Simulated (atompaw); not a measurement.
# Tb: the cost of one run

Method: atompaw 4.2.0.5, PBE, scalar-relativistic.

## (1) The atom and the settings

Typed settings, in words:

```json
{
  "element": "terbium (Tb, Z = 65)",
  "type": "PAW",
  "frozen core": "[Kr] 4d10",
  "valence charge": "19",
  "reference configuration": "4f9 5s2 5p6 5d0 6s1.5 6p0 (charge +0.5)",
  "partial waves": "5s (bound): rc 1.90 bohr; 6s (bound): rc 3.00 bohr; 5p (bound): rc 2.75 bohr; 6p (bound, empty): rc 3.00 bohr; 5d (bound, empty): rc 3.00 bohr; 5d channel at 4.05 Ry: rc 3.00 bohr; 4f (bound): rc 0.90 bohr; 4f channel at 0.7 Ry: rc 0.90 bohr",
  "local potential": "bessel scheme, radius 2.85 bohr",
  "core correction": "smooth core density matched at 1.55 bohr",
  "augmentation charge": "gaussian compensation charge, radius 2.30 bohr; PAW radius 3.00 bohr; waves and projectors: custom polynom gramschmidtortho"
}
```

An earlier all-electron run gives the scale for the radii.

All-electron outer shells of the reference configuration (PBE, scalar-relativistic, ld1.x):

```json
{"shell": "4p", "level (eV)": "-283.38", "outermost node (bohr)": "0.28", "outermost maximum (bohr)": "0.53"}
{"shell": "4d", "level (eV)": "-149.94", "outermost node (bohr)": "0.26", "outermost maximum (bohr)": "0.55"}
{"shell": "5s", "level (eV)": "-50.54", "outermost node (bohr)": "0.64", "outermost maximum (bohr)": "1.18"}
{"shell": "5p", "level (eV)": "-27.88", "outermost node (bohr)": "0.69", "outermost maximum (bohr)": "1.35"}
{"shell": "6s", "level (eV)": "-6.14", "outermost node (bohr)": "1.60", "outermost maximum (bohr)": "3.41"}
{"shell": "4f", "level (eV)": "-6.05", "outermost node (bohr)": "–", "outermost maximum (bohr)": "0.56"}
{"shell": "5d", "level (eV)": "-3.99", "outermost node (bohr)": "0.78", "outermost maximum (bohr)": "2.07"}
{"shell": "6p", "level (eV)": "-3.19", "outermost node (bohr)": "1.94", "outermost maximum (bohr)": "4.48"}
```

## (2) Generating the potential

File Tb.input:

```
Tb 65
GGA-PBE scalarrelativistic loggrid 2001 logderivrange -6 5 276
6 6 5 4 0 0
6 0 1.5
6 1 0
5 2 0
4 3 9
0 0 0
c
c
c
c
v
v
c
c
c
v
v
c
c
v
v
3
3.00 2.30 2.85 1.55
n
n
y
4.05
n
y
0.7
n
custom polynom gramschmidtortho gaussian
bessel
1.90
3.00
2.75
3.00
3.00
3.00
0.90
0.90
PWSCFOUT
UPFDX 0.0125d0 UPFXMIN -7.d0 UPFZMESH 65.d0
END
```

Launch:

```sh
atompaw < Tb.input > Tb.log
```

**Question.** How long does this run take on 1 thread of Intel Xeon Platinum 8488C, shared host?

About 18 s.
